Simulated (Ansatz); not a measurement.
**CH8GeOSi: how energies converge with the basis set**

The task here is to estimate one member of a computed series from the others.

Program: Ansatz 0.2.0, Gaussian basis. Level of theory: one geometry, several basis sets. These are calculated values, not measurements.

Levels to be run: PBE0-D4/def2-SVP; ωB97M-V/def2-SVP; PBE0-D4/def2-QZVPP; ωB97M-V/def2-QZVPP; the functionals' def2-TZVPP values are taken from earlier runs.

### The relaxed structure

The geometry comes from an earlier relaxation with PBE0-D4 in a triple-zeta def2 set; it is a stationary point, not always the lowest conformer.

SMILES `O[SiH2][CH2][GeH3]`, 12 atoms, charge 0, spin multiplicity 1.

Atoms are counted from 1 here; the program's logs count them from 0.

Bond lengths: O1–Si2 1.651 Å, O1–H5 0.957 Å, Si2–C3 1.861 Å, Si2–H6 1.492 Å, Si2–H7 1.483 Å, C3–Ge4 1.962 Å, C3–H8 1.094 Å, C3–H9 1.095 Å, Ge4–H10 1.537 Å, Ge4–H11 1.540 Å, Ge4–H12 1.538 Å. Angles: Si2–O1–H5 118.2°, O1–Si2–C3 112.2°, O1–Si2–H6 110.2°, O1–Si2–H7 105.1°, C3–Si2–H6 109.8°, C3–Si2–H7 109.7°, H6–Si2–H7 109.7°, Si2–C3–Ge4 113.6°, Si2–C3–H8 110.8°, Si2–C3–H9 108.7°, Ge4–C3–H8 108.2°, Ge4–C3–H9 108.2°, H8–C3–H9 107.0°, C3–Ge4–H10 110.0°, C3–Ge4–H11 110.0°, C3–Ge4–H12 110.2°, H10–Ge4–H11 108.7°, H10–Ge4–H12 109.1° and more.

The first run:

File in.yaml:

```yaml
crystal:
  periodic: [false, false, false]
  atoms:
    - {symbol: O, position_ang: [-0.883141, 1.609677, -1.101648]}
    - {symbol: Si, position_ang: [-0.463595, 1.314707, 0.467703]}
    - {symbol: C, position_ang: [0.690966, -0.136771, 0.625177]}
    - {symbol: Ge, position_ang: [0.131118, -1.702689, -0.415035]}
    - {symbol: H, position_ang: [-0.222704, 1.987056, -1.682973]}
    - {symbol: H, position_ang: [0.162408, 2.527086, 1.070468]}
    - {symbol: H, position_ang: [-1.740475, 1.015089, 1.159885]}
    - {symbol: H, position_ang: [1.703640, 0.136060, 0.313663]}
    - {symbol: H, position_ang: [0.748206, -0.428060, 1.679322]}
    - {symbol: H, position_ang: [0.353734, -1.445913, -1.914165]}
    - {symbol: H, position_ang: [0.955428, -2.934690, 0.002402]}
    - {symbol: H, position_ang: [-1.358686, -1.996652, -0.170901]}
basis:
  gaussian: {orbitals: def2-SVP}
hamiltonian: {xc: pbe0, dispersion: d4}
output: {orbitals: {seedname: orbitals}}
```

Steps of the session up to this table: PBE0-D4 in def2-SVP; ωB97M-V in def2-SVP; PBE0-D4 in def2-QZVPP; ωB97M-V in def2-QZVPP.

One of the session's tables, all rows but one given; the rest of the session is left out.

It belongs to the step «Functionals by basis». 

```
functional       basis  HOMO (eV)  LUMO (eV)
   PBE0-D4    def2-SVP          ?          ?
   PBE0-D4  def2-TZVPP      -8.28       0.23
   PBE0-D4  def2-QZVPP      -8.30      -0.04
   ωB97M-V    def2-SVP     -10.40       2.61
   ωB97M-V  def2-TZVPP     -10.49       1.78
   ωB97M-V  def2-QZVPP     -10.50       1.25
```

Q: Estimate the row for PBE0-D4, def2-SVP from the others.

**Answer.** HOMO (eV): -8.21; LUMO (eV): 0.84. In the column «HOMO (eV)» it is the highest.
